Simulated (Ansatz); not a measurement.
# CdH₂O₂: up Jacob's ladder to CCSD(T)

Aim: compute CdH₂O₂ with functionals from several rungs and with coupled cluster, and see how far each lands from CCSD(T) at the basis-set limit for the atomisation energy.

The runs use Ansatz 0.2.0, Gaussian basis; functionals in def2-TZVPP, the program's frozen cores in correlated methods.

Levels to be run: LDA (SPW92), PBE-D4, revPBE-D4, BLYP-D4, r2SCAN-D4, B97M-V, PBE0-D4, B3LYP-D4, r2SCANh-D4, r2SCAN0-D4, HSE06-D4, BHLYP-D4, CAM-B3LYP-D4, LC-ωPBE, ωB97X-V, ωB97M-V, B2PLYP, PBE-QIDH; CCSD(T)/def2-SVP; CCSD(T)/def2-TZVPP; MP2/def2-QZVPP; extrapolation to the limit; RPA on PBE.

## Step 1: The geometry

The geometry comes from an earlier relaxation with PBE0-D4 in a triple-zeta def2 set; it is a stationary point. Cd takes the def2 core potential; no spin-orbit term is included.

SMILES `[OH][Cd][OH]`, 5 atoms, charge 0, spin multiplicity 1.

Atoms are counted from 1 here; the program's logs count them from 0.

Bond lengths: O1–Cd2 1.958 Å, O1–H4 0.960 Å, Cd2–O3 1.958 Å, O3–H5 0.960 Å. Angles: Cd2–O1–H4 112.4°, O1–Cd2–O3 174.8°, Cd2–O3–H5 112.4°.

## Step 2: LDA

This LDA is Slater exchange with PW92 correlation.

Input file in.yaml:

```yaml
crystal:
  periodic: [false, false, false]
  atoms:
    - {symbol: O, position_ang: [-1.837212, 0.258631, -0.673117]}
    - {symbol: Cd, position_ang: [0.039854, 0.017761, -0.172395]}
    - {symbol: O, position_ang: [1.956725, -0.205345, 0.156160]}
    - {symbol: H, position_ang: [-2.416649, -0.364946, -0.229540]}
    - {symbol: H, position_ang: [2.257282, 0.293909, 0.918892]}
basis:
  gaussian: {orbitals: def2-TZVPP}
hamiltonian: {xc: lda}
output: {orbitals: {seedname: orbitals}}
```

Run with:

```console
ansatz run in.yaml --threads 4 --pin off --events-out ev --progress --plain --max-ram 10444MiB
```

The runs that follow: PBE-D4 (GGA); revPBE-D4 (GGA); BLYP-D4 (GGA); r2SCAN-D4 (meta-GGA); B97M-V (meta-GGA); PBE0-D4 (hybrid); B3LYP-D4 (hybrid); r2SCANh-D4 (hybrid); r2SCAN0-D4 (hybrid); HSE06-D4 (hybrid); BHLYP-D4 (hybrid); CAM-B3LYP-D4 (range-separated); LC-ωPBE (range-separated); ωB97X-V (range-separated); ωB97M-V (range-separated); B2PLYP (double hybrid); PBE-QIDH (double hybrid); CCSD(T) in def2-SVP; CCSD(T) in def2-TZVPP; MP2 in def2-QZVPP; RPA on PBE orbitals.

**Question.** What will the summary of the whole plan be? Wanted: atomisation energy, CCSD(T)/CBS; farthest beyond LDA; mean size of error, GGA; mean size of error, meta-GGA; mean size of error, hybrid; mean size of error, range-separated; mean size of error, double hybrid; gap, smallest and largest; T1 diagnostic.

**Answer**, as computed:

| quantity | value |
| --- | --- |
| atomisation energy, CCSD(T)/CBS | 1389.9 kJ/mol |
| functionals within 6.9 kJ/mol (0.5 %) | r2SCAN-D4, ωB97X-V |
| farthest beyond LDA | BHLYP-D4 (-135.7 kJ/mol) |
| mean size of error, GGA | 25.2 kJ/mol |
| mean size of error, meta-GGA | 22.2 kJ/mol |
| mean size of error, hybrid | 63.4 kJ/mol |
| mean size of error, range-separated | 10.0 kJ/mol |
| mean size of error, double hybrid | 50.6 kJ/mol |
| gap, smallest and largest | 4.11 eV (BLYP-D4), 11.70 eV (LC-ωPBE) |
| T1 diagnostic | 0.0171 |
| triples share of the correlation energy | 3.1 % |

**Reading.** The LDA atomisation energy is off by 269.7 kJ/mol (19 %): it overbinds. PBE-D4 misses by +22.0 kJ/mol. Double hybrids carry the basis error of their MP2 part in triple zeta, and no dispersion term here, so their miss is partly the set-up's. By mean error the best rung here is range-separated (10.0 kJ/mol) and the worst beyond LDA is hybrid (63.4 kJ/mol). The mean of the hybrids holds BHLYP, with half exact exchange. The reference freezes the cores and leaves out spin-orbit coupling and excitations past (T), so misses under about 6.9 kJ/mol can't be ranked. All levels share the lack of spin-orbit coupling, which lowers the free heavy atoms and so the true binding. Hartree-Fock recovers 57 % of the binding; the rest is correlation. CCSD(T) in def2-SVP is off by -157.1 kJ/mol, more than most functionals: a good method in a small basis is no reference. The gap grows from 4.1 to 11.7 eV across the functionals, mostly with the share of exact exchange. Correlated methods include outer-core shells of Cd, which these sets cover unevenly.
